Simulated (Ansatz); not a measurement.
# CH3Ga (triplet): from Hartree-Fock to the top rungs at distance C1–Ga2 = 1.572 Å, cc-pVDZ

An exercise on one series of results from a longer session: the logs are not shown, and one member is left open.

Computed with Ansatz 0.2.0, Gaussian basis. Level: cc-pVDZ, core rule «outside noble gas», up to 15 orbitals frozen.

Plan: UHF; CCSD(T) on ROHF; CCSD(T) on UHF; BCCD(T) on ROHF; CISD; CCSDT(Q) on ROHF; CCSDT(Q) on UHF; CASSCF and MRCISD+Q, 4 electrons in 4 orbitals; CASSCF and NEVPT2, 4 electrons in 4 orbitals.

24 further runs of the same task are left out: 4 for a known fault of the program, 1 for a mislabelled method, 15 that didn't finish, 4 set aside as unsound or not needed.

## The system

The geometry derives from a PBE0/def2-TZVP stationary point (not a proven minimum). One bond is set to the value named and the two fragments are kept rigid. No spin-orbit coupling is included. The filled d shell of Ga may be among the frozen orbitals whatever the setting's name suggests; the logs give the count.

5 atoms, charge 0, spin multiplicity 3.

Atoms are counted from 1 here; the program's logs count them from 0.

Bond lengths: C1–Ga2 1.572 Å, C1–H3 1.090 Å, C1–H4 1.087 Å, Ga2–H5 1.596 Å. Angles: Ga2–C1–H3 122.8°, Ga2–C1–H4 123.5°, H3–C1–H4 113.7°, C1–Ga2–H5 119.5°.

Set-up of the first run:

The input, in.yaml:

```yaml
crystal:
  periodic: [false, false, false]
  atoms:
    - {symbol: C, position_ang: [0.000000, 0.063357, 1.305611]}
    - {symbol: Ga, position_ang: [0.000000, -0.032826, -0.263443]}
    - {symbol: H, position_ang: [0.000000, 1.014006, 1.838416]}
    - {symbol: H, position_ang: [0.000000, -0.804770, 1.959484]}
    - {symbol: H, position_ang: [0.000000, 1.306523, -1.132311]}
basis:
  gaussian: {orbitals: cc-pVDZ}
magnetization: {spin_polarized: true, initial_magnetization: 2}
hamiltonian: {xc: hf}
output: {orbitals: {seedname: orbitals}}
```

Started as:

```bash
$ ansatz run in.yaml --threads 1 --pin off --events-out ev --progress --plain --max-ram 2393MiB
```

Steps of the session up to this table: UHF; CCSD(T) on ROHF; CCSD(T) on UHF; BCCD(T) on ROHF; CISD; CCSDT(Q) on ROHF; CCSDT(Q) on UHF; CASSCF and MRCISD+Q, 4 electrons in 4 orbitals; CASSCF and NEVPT2, 4 electrons in 4 orbitals.

One of the session's tables, all rows but one given; the rest of the session is left out.

```
   method  from UCCSDT(Q) (kcal/mol)
     ROHF                    +127.14
      UHF                    +124.80
     RMP2                     +22.26
     UMP2                     +22.23
    RCCSD                          ?
    UCCSD                      +3.29
 RCCSD(T)                      +0.80
 UCCSD(T)                      +0.60
  BCCD(T)                      +0.79
   RCCSDT                      +0.33
   UCCSDT                      +0.14
RCCSDT(Q)                      +0.20
UCCSDT(Q)                          0
```

Estimate the missing values for RCCSD.

As computed: from UCCSDT(Q) (kcal/mol): +3.53. In the column «from UCCSDT(Q) (kcal/mol)» it lies between UCCSD (+3.29) and UMP2 (+22.23).

Not comparable, so not listed: CISD (they don't share determinant, frozen orbitals or solution with the rows shown, or repeat one).

Caveats from the session: Left out of the table: CASSCF pair, NEVPT2 pair, MRCISD pair, MRCISD+Q pair (the active space lost an orbital or holds another state than full CI finds). Restricted and unrestricted rows rest on different reference determinants; where their highest levels disagree by more than a few hundredths of an eV, they describe different states and don't form one ladder. Warnings in the runs' records: passed over end.
